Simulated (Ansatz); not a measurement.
**ZrSi3 (AuCu3 type): how the settings move a single-point run**

How sensitive is a single-point run of ZrSi3 (AuCu3 type) to its settings? A reference run comes first, then four runs with altered input.

Method: reference: DFT PBE, scalar-relativistic, plane waves, PAW, in Ansatz 0.2.0.

1 further run of the same task is left out (it didn't finish).

**1. The system as given**

It takes space group Pm-3m (No. 221, cubic). Conventional cell: a = 3.990 Å, b = 3.990 Å, c = 3.990 Å, α = 90.00°, β = 90.00°, γ = 90.00°. Zr (site symmetry m-3m) is surrounded by 12 Si at 2.82 Å. Around Si (site symmetry 4/mmm) lie 4 Zr at 2.82 Å and 8 Si at 2.82 Å.

Structure file:

```cif
data_structure
_symmetry_space_group_name_H-M 'P 1'
_symmetry_Int_Tables_number 1
_cell_length_a 3.9899
_cell_length_b 3.9899
_cell_length_c 3.9899
_cell_angle_alpha 90.000
_cell_angle_beta 90.000
_cell_angle_gamma 90.000
_cell_volume 63.52
loop_
_atom_site_label
_atom_site_type_symbol
_atom_site_fract_x
_atom_site_fract_y
_atom_site_fract_z
_atom_site_occupancy
Zr1 Zr 0.00000 0.00000 0.00000 1
Si1 Si 0.00000 0.50000 0.50000 1
Si2 Si 0.50000 0.50000 0.00000 1
Si3 Si 0.50000 0.00000 0.50000 1
```

**2. The reference run**

input.yaml

```yaml
crystal:
  lattice:
    - [3.9899433751, 0.0, 0.0]
    - [0.0, 3.9899433751, 0.0]
    - [0.0, 0.0, 3.9899433751]
  atoms:
    - { symbol: Zr, position: [0.0, 0.0, 0.0] }
    - { symbol: Si, position: [0.0, 0.5, 0.5] }
    - { symbol: Si, position: [0.5, 0.5, 0.0] }
    - { symbol: Si, position: [0.5, 0.0, 0.5] }
basis:
  ecutwfc: 420
  ecutrho_ratio: 4
kpoints:
  mp_grid: { grid: [8, 8, 8] }
hamiltonian:
  xc: pbe
scf:
  occupations: { method: gaussian, width: 0.05 }
output:
  forces: true
  stress: true
  eigenvalues: true
```

On the command line:

```bash
ansatz run input.yaml --threads 2 --pin off --max-ram 2662MiB --backend cpu --events-out ev --progress --plain --runs-dir out
```

The main lines of its log:

```text
[...]
Basis set: ecut = 420 eV, 1237 PW (Γ), exchange–correlation on 54×54×54 points (8 copies of the dense FFT grid, shifted against one another)
[...]
k-points: 35 of 512
[...]
SCF iter   1: F=—  HF=-6091.823613 eV  |F-HF|=—  |Δ(HF+E_count)|=         —  Δρ=4.28e-3  dr2=3.17e-2  ethr=1.77e-3  ⟨swp⟩=5.5  Hψ=3196  notcnv=0
preconditioner: auto → Kerker (q_TF=auto, 2.320 Å⁻¹)  [metal: Δε(μ)=0.032 eV  Ē_g=6.658 eV  σ=0.050 eV  W_gap=0.35  n_scr=18 (ndim 8)  ℏωp=18.6 eV  f_vac=0.000  D(μ)=1.95/eV (n_scr^D=18)]
SCF iter   2: F=—  HF=-6091.818808 eV  |F-HF|=—  |Δ(HF+E_count)|=   4.81e-3  Δρ=2.14e-3  dr2=6.56e-3  ethr=1.32e-4  ⟨swp⟩=1.2  Hψ=857  notcnv=0  defer=2
[...]
SCF iter   5: F=—  HF=-6091.817232 eV  |F-HF|=—  |Δ(HF+E_count)|=   9.05e-6  Δρ=1.68e-5  dr2=1.13e-7  ethr=2.16e-8  ⟨swp⟩=2.5  Hψ=942  notcnv=0  defer=2
SCF iter   6: F=-6091.817232 eV  HF=-6091.817232 eV  |F-HF|=2.46e-9  |Δ(HF+E_count)|=   4.40e-8  Δρ=3.04e-6  dr2=6.00e-9  ethr=4.17e-10  ⟨swp⟩=5.9  Hψ=2494  notcnv=0
[...]
SCF converged after 6 iterations
Free energy (F): -6091.817232 eV
[...]
E sigma→0 (E₀):  -6091.816222 eV
[...]
Fermi energy:    12.866390 eV
[...]
  P = ⅓ Tr σ = 0.0038 GPa (0.038 kbar)
[...]
```

Run time: 1.1 s. Hardware: 2 threads of Arm Neoverse V2, shared host; peak memory 0.33 GiB.

**3. A run with other settings**

Edit input.yaml of step 2 so:

```diff
@@ -19,2 +19,4 @@
   occupations: { method: gaussian, width: 0.05 }
+  convergence: { dr2_threshold: 0.0001 }
+  initial_density: { chi_scale: 0.1 }
 output:
@@ -22,2 +24 @@
   stress: true
-  eigenvalues: true
```

On the command line:

```bash
ansatz run input.yaml --threads 2 --pin off --max-ram 2662MiB --backend cpu --events-out ev --progress --plain --runs-dir out
```

The log of the run, shortened:

```text
Warning: scf.convergence.dr2_threshold = 1e-4 eV is looser than this run's default, which is 1e-7 eV or tighter. The error in the forces grows as the threshold's square root, so leave the key out unless less accurate forces are enough
Warning: output.stress: scf.convergence.dr2_threshold = 1e-4 eV is looser than the 4e-10 eV advised for a printed stress (1e-10 eV for each atom of the cell: 4). What an SCF threshold leaves in a stress goes as its square root, and in the free energy as the threshold itself, and one [...]
Warning: RAYON_NUM_THREADS=2 ignored (pool sized by the plan → 2); use --threads N
[...]
Pseudopotentials: kind: paw
Pseudopotential: Zr, paw, valence charge 12, recommended cutoff 420 eV (normal), Zr.paw.azcp
Pseudopotential: Si, paw, valence charge 4, recommended cutoff 420 eV (normal), Si.paw.azcp
Functional definition: PBE
[...]
Crystal: 4 atoms, lattice volume = 63.518 Å³
Basis set: ecut = 420 eV, 1237 PW (Γ), exchange–correlation on 54×54×54 points (8 copies of the dense FFT grid, shifted against one another)
Bands: 16, of which v1, the nominal top of the filled ones, is band 12 counted from 1 (11 counted from 0)
Symmetry: 48 space group operations
Space group: Pm-3m (ITA 221), of the structure as read, at distance tolerance 4.0e-5 Å
k-points: 35 of 512
[...]
SCF iter   1: F=—  HF=-6092.144206 eV  |F-HF|=—  |Δ(HF+E_count)|=         —  Δρ=3.11e-2  dr2=1.21e0  ethr=3.10e-3  ⟨swp⟩=5.5  Hψ=3130  notcnv=0
[...]
SCF iter   5: F=-6091.817230 eV  HF=-6091.817230 eV  |F-HF|=6.73e-7  |Δ(HF+E_count)|=   2.06e-5  Δρ=1.37e-4  dr2=1.12e-5  ethr=4.17e-7  ⟨swp⟩=2.5  Hψ=2136  notcnv=0
[...]
SCF converged after 5 iterations
Free energy (F): -6091.817230 eV
[...]
E sigma→0 (E₀):  -6091.816219 eV
Entropy (-TS):   -0.002022 eV (-0.505 meV/atom)
Fermi energy:    12.866415 eV
[...]
--- Forces (eV/Å), atoms counted from 1 ---
  atom   1  Zr     0.00000000    -0.00000000     0.00000000
  atom   2  Si    -0.00000000     0.00000000    -0.00000000
  atom   3  Si     0.00000000     0.00000000    -0.00000000
  atom   4  Si     0.00000000     0.00000000     0.00000000
[...]
--- Stress (GPa, compression-positive) ---
        0.005011      -0.000000      -0.000000
       -0.000000       0.005011      -0.000000
        0.000000      -0.000000       0.005011
  P = ⅓ Tr σ = 0.0050 GPa (0.050 kbar)
```

It took 1 s on 2 threads of Arm Neoverse V2, shared host; peak memory 0.32 GiB.

**4. A look at that input**

This run ends as converged, with warnings (force scf threshold loose, stress scf threshold loose). Its log warns: «scf.convergence.dr2_threshold = 1e-4 eV is looser than this run's default, which is 1e-7 eV or tighter. The error in the forces grows as the threshold's square root ...»

In the input, scf.convergence.dr2_threshold is 0.0001. The tolerance lets an unconverged density pass as converged.

To undo it: delete scf.convergence.dr2_threshold (the default then holds).

The changed convergence setting and start doesn't alter the result here (within 0.5 meV/atom). Cost: 5 SCF cycles against 6.

**5. Variant: mp_grid.shift [0.5, 0.5, 0.5], accuracy medium**

Edit input.yaml of step 2 so:

```diff
@@ -14,3 +14,3 @@
 kpoints:
-  mp_grid: { grid: [8, 8, 8] }
+  mp_grid: { grid: [8, 8, 8], shift: [0.5, 0.5, 0.5] }
 hamiltonian:
@@ -22,2 +22,2 @@
   stress: true
-  eigenvalues: true
+accuracy: medium
```

On the command line:

```bash
ansatz run input.yaml --threads 2 --pin off --max-ram 2662MiB --backend cpu --events-out ev --progress --plain --runs-dir out
```

The log of the run, shortened:

```text
Warning: RAYON_NUM_THREADS=2 ignored (pool sized by the plan → 2); use --threads N
[...]
Pseudopotentials: kind: paw
Pseudopotential: Zr, paw, valence charge 12, recommended cutoff 420 eV (normal), Zr.paw.azcp
Pseudopotential: Si, paw, valence charge 4, recommended cutoff 420 eV (normal), Si.paw.azcp
Functional definition: PBE
[...]
Crystal: 4 atoms, lattice volume = 63.518 Å³
Basis set: ecut = 420 eV, 1237 PW (Γ), exchange–correlation on 54×54×54 points (8 copies of the dense FFT grid, shifted against one another)
Bands: 16, of which v1, the nominal top of the filled ones, is band 12 counted from 1 (11 counted from 0)
Symmetry: 48 space group operations
Space group: Pm-3m (ITA 221), of the structure as read, at distance tolerance 4.0e-5 Å
k-points: 20 of 512
[...]
SCF iter   1: F=—  HF=-6091.798962 eV  |F-HF|=—  |Δ(HF+E_count)|=         —  Δρ=5.36e-3  dr2=5.43e-2  ethr=1.77e-3  ⟨swp⟩=5.8  Hψ=1862  notcnv=0
[...]
SCF iter   6: F=-6091.786168 eV  HF=-6091.786168 eV  |F-HF|=5.21e-10  |Δ(HF+E_count)|=   5.27e-8  Δρ=3.01e-6  dr2=3.16e-9  ethr=4.17e-10  ⟨swp⟩=4.0  Hψ=1031  notcnv=0
[...]
SCF converged after 6 iterations
Free energy (F): -6091.786168 eV
[...]
E sigma→0 (E₀):  -6091.784528 eV
Entropy (-TS):   -0.003280 eV (-0.820 meV/atom)
Fermi energy:    12.818964 eV
[...]
--- Forces (eV/Å), atoms counted from 1 ---
  atom   1  Zr     0.00000000    -0.00000000    -0.00000000
  atom   2  Si     0.00000000     0.00000000    -0.00000000
  atom   3  Si    -0.00000000     0.00000000     0.00000000
  atom   4  Si    -0.00000000     0.00000000     0.00000000
[...]
--- Stress (GPa, compression-positive) ---
       -0.208511       0.000000       0.000000
        0.000000      -0.208511       0.000000
        0.000000       0.000000      -0.208511
  P = ⅓ Tr σ = -0.2085 GPa (-2.085 kbar)
```

It took 0.69 s on 2 threads of Arm Neoverse V2, shared host; peak memory 0.32 GiB.

Changing the k-point mesh and accuracy level moves the energy by +7.8 meV/atom. Cost: 0.69 s against 1.1 s.

**6. Variant: pseudopotentials.kind paw, pseudopotentials.source jth, occupations.method cold, occupations.width 0.1**

Edit input.yaml of step 2 so:

```diff
@@ -17,4 +17,5 @@
   xc: pbe
+  pseudopotentials: { kind: paw, source: jth }
 scf:
-  occupations: { method: gaussian, width: 0.05 }
+  occupations: { method: cold, width: 0.1 }
 output:
@@ -22,2 +23 @@
   stress: true
-  eigenvalues: true
```

On the command line:

```bash
ansatz run input.yaml --threads 2 --pin off --max-ram 2662MiB --backend cpu --events-out ev --progress --plain --runs-dir out
```

The log of the run, shortened:

```text
Warning: basis.ecutwfc = 420 eV is below the records' recommended 990 eV, and the density's cutoff is lower with it unless basis.ecutrho_ratio is high enough to keep the records' density cutoff: compare with a run at a higher cutoff
Warning: basis.ecutrho_ratio = 4 (ecutrho = 1680 eV) is below the records' recommended 3960 eV
Warning: <dir> the checks of this Zr dataset prove no rule for summing its radial tables, as where they were carried onto another mesh than they were made on, and Gregory's rule is taken, under which a leading mesh point left out moves its sums only by what lay on the interval it spanned. [...]
Warning: <dir> the checks of this Si dataset prove no rule for summing its radial tables, as where they were carried onto another mesh than they were made on, and Gregory's rule is taken, under which a leading mesh point left out moves its sums only by what lay on the interval it spanned. [...]
Warning: RAYON_NUM_THREADS=2 ignored (pool sized by the plan → 2); use --threads N
[...]
Pseudopotentials: kind: paw
Pseudopotential: Zr, paw, valence charge 12, recommended cutoff 990 eV (normal), Zr.paw.azcp
Pseudopotential: Si, paw, valence charge 4, recommended cutoff 390 eV (normal), Si.paw.azcp
Functional definition: PBE
[...]
Crystal: 4 atoms, lattice volume = 63.518 Å³
Basis set: ecut = 420 eV, 1237 PW (Γ), exchange–correlation on 54×54×54 points (8 copies of the dense FFT grid, shifted against one another)
Bands: 16, of which v1, the nominal top of the filled ones, is band 12 counted from 1 (11 counted from 0)
Symmetry: 48 space group operations
Space group: Pm-3m (ITA 221), of the structure as read, at distance tolerance 4.0e-5 Å
k-points: 35 of 512
[...]
SCF iter   1: F=—  HF=-6087.899157 eV  |F-HF|=—  |Δ(HF+E_count)|=         —  Δρ=3.83e-2  dr2=1.28e0  ethr=3.10e-3  ⟨swp⟩=6.8  Hψ=3941  notcnv=0
[...]
SCF iter   8: F=-6087.500871 eV  HF=-6087.500871 eV  |F-HF|=8.03e-8  |Δ(HF+E_count)|=   1.31e-7  S|Δr|=    0.00e0  Δρ=3.41e-6  dr2=2.85e-9  ethr=4.17e-10  ⟨swp⟩=5.0  Hψ=3205  notcnv=0
[...]
SCF converged after 8 iterations
Stability not checked: this state was not tested for a lower state beside it, because cold or Methfessel-Paxton smearing, or corrected tetrahedra, fill the levels in a way that the test cannot read (fill_not_monotonic; see scf.lower_state_search)
Free energy (F): -6087.500871 eV
[...]
E sigma→0 (E₀):  -6087.500943 eV
Entropy (-TS):   0.000217 eV (0.054 meV/atom)
Fermi energy:    12.834792 eV
[...]
--- Forces (eV/Å), atoms counted from 1 ---
  atom   1  Zr    -0.00000000    -0.00000000    -0.00000000
  atom   2  Si    -0.00000000     0.00000000     0.00000000
  atom   3  Si     0.00000000     0.00000000     0.00000000
  atom   4  Si    -0.00000000     0.00000000     0.00000000
[...]
--- Stress (GPa, compression-positive) ---
        0.075742      -0.000000       0.000000
       -0.000000       0.075742       0.000000
        0.000000       0.000000       0.075742
  P = ⅓ Tr σ = 0.0757 GPa (0.757 kbar)
```

Wall time 1.4 s (2 threads of Arm Neoverse V2, shared host); peak memory 0.29 GiB.

Total energies don't compare across a change of potentials; pressure, gap, moments and forces, where computed, barely move. The cutoff is far under what these potentials recommend, so these values carry a basis error that can be large.

**7. Changing settings: pseudopotentials.kind nc**

Edit input.yaml of step 2 so:

```diff
@@ -17,2 +17,3 @@
   xc: pbe
+  pseudopotentials: { kind: nc }
 scf:
@@ -22,2 +23 @@
   stress: true
-  eigenvalues: true
```

On the command line:

```bash
ansatz run input.yaml --threads 2 --pin off --max-ram 2662MiB --backend cpu --events-out ev --progress --plain --runs-dir out
```

The log of the run, shortened:

```text
Warning: basis.ecutwfc = 420 eV is below the records' recommended 897.975746 eV, and the density's cutoff is lower with it unless basis.ecutrho_ratio is high enough to keep the records' density cutoff: compare with a run at a higher cutoff
Warning: basis.ecutrho_ratio = 4 (ecutrho = 1680 eV) is below the records' recommended 3591.902984 eV
Warning: RAYON_NUM_THREADS=2 ignored (pool sized by the plan → 2); use --threads N
[...]
Pseudopotentials: kind: nc
Pseudopotential: Zr, nc, valence charge 12, recommended cutoff 897.975746 eV (normal), Zr.nc.azcp
Pseudopotential: Si, nc, valence charge 4, recommended cutoff 489.804952 eV (normal), Si.nc.azcp
Functional definition: PBE
[...]
Crystal: 4 atoms, lattice volume = 63.518 Å³
Basis set: ecut = 420 eV, 1237 PW (Γ), exchange–correlation on 54×54×54 points (8 copies of the dense FFT grid, shifted against one another)
Bands: 16, of which v1, the nominal top of the filled ones, is band 12 counted from 1 (11 counted from 0)
Symmetry: 48 space group operations
Space group: Pm-3m (ITA 221), of the structure as read, at distance tolerance 4.0e-5 Å
k-points: 35 of 512
[...]
SCF iter   1: F=—  HF=-1721.185116 eV  |F-HF|=—  |Δ(HF+E_count)|=         —  Δρ=3.82e-2  dr2=1.16e0  ethr=3.10e-3  ⟨swp⟩=6.6  Hψ=3435  notcnv=0
[...]
SCF iter   7: F=-1720.886691 eV  HF=-1720.886691 eV  |F-HF|=1.25e-9  |Δ(HF+E_count)|=   1.56e-8  Δρ=1.40e-6  dr2=1.66e-9  ethr=3.11e-10  ⟨swp⟩=2.4  Hψ=1971  notcnv=0
[...]
SCF converged after 7 iterations
Free energy (F): -1720.886691 eV
[...]
E sigma→0 (E₀):  -1720.885734 eV
Entropy (-TS):   -0.001914 eV (-0.479 meV/atom)
Fermi energy:    12.921666 eV
[...]
--- Forces (eV/Å), atoms counted from 1 ---
  atom   1  Zr    -0.00000000     0.00000000     0.00000000
  atom   2  Si    -0.00000000     0.00000000     0.00000000
  atom   3  Si    -0.00000000     0.00000000     0.00000000
  atom   4  Si    -0.00000000     0.00000000     0.00000000
[...]
--- Stress (GPa, compression-positive) ---
       -0.126877       0.000000      -0.000000
       -0.000000      -0.126877       0.000000
        0.000000       0.000000      -0.126877
  P = ⅓ Tr σ = -0.1269 GPa (-1.269 kbar)
```

Run time: 1.1 s. Hardware: 2 threads of Arm Neoverse V2, shared host; peak memory 0.26 GiB.

After a change of potentials the difference of the totals has no physical meaning; pressure, gap, moments and forces, where computed, barely move. The cutoff is far under what these potentials recommend, so these values carry a basis error that can be large.

**8. Side by side**

| run | ending | energy change | pressure (GPa) | gap (eV) | force (eV/Å) | cycles | time |
| --- | --- | --- | --- | --- | --- | --- | --- |
| reference | converged | 0 | 0.0 | 0.00 | 0.00 | 6 | 1.1 s |
| 1: dr2_threshold 0.0001, chi_scale 0.1 | converged | 0.0 meV/atom | 0.0 | 0.00 | 0.00 | 5 | 1 s |
| 2: mp_grid.shift [0.5, 0.5, 0.5], accuracy medium | converged | +7.8 meV/atom | -0.2 | 0.00 | 0.00 | 6 | 0.69 s |
| 3: pseudopotentials.kind paw, pseudopotentials.source jth, occupations.method cold, occupations.width 0.1 | converged | not comparable | 0.1 | 0.00 | 0.00 | 8 | 1.4 s |
| 4: pseudopotentials.kind nc | converged | not comparable | -0.1 | 0.00 | 0.00 | 7 | 1.1 s |

Residual by cycle in the longest SCF loop of each run; runs are numbered as in the table. The quantity is the density residual dr2, in eV.

| cycle | reference | run 1 | run 2 | run 3 | run 4 |
| --- | --- | --- | --- | --- | --- |
| 1 | 0.0317 | 1.21 | 0.0543 | 1.28 | 1.16 |
| 2 | 0.00656 | 0.317 | 0.0127 | 0.342 | 0.34 |
| 3 | 4.8e-4 | 0.0155 | 7.2e-4 | 0.0201 | 0.00806 |
| 4 | 5.2e-6 | 2.4e-4 | 1.1e-5 | 4.3e-4 | 2.0e-4 |
| 5 | 1.1e-7 | 1.1e-5 | 2.6e-7 | 1.9e-5 | 5.9e-6 |
| 6 | 6.0e-9 | - | 3.2e-9 | 8.6e-7 | 7.5e-8 |
| 7 | - | - | - | 3.4e-7 | 1.7e-9 |
| 8 | - | - | - | 2.8e-9 | - |

What this shows: Of the converged runs whose energies compare with the reference's, «mp_grid.shift [0.5, 0.5, 0.5], accuracy medium» moves the energy most (+7.8 meV/atom) and «dr2_threshold 0.0001, chi_scale 0.1» least (0.0 meV/atom). Runs 3 and 4 ran under the cutoff that the potentials recommend, as the log warns, so basis error is mixed into their values, and swamps them where the cutoff is far short.
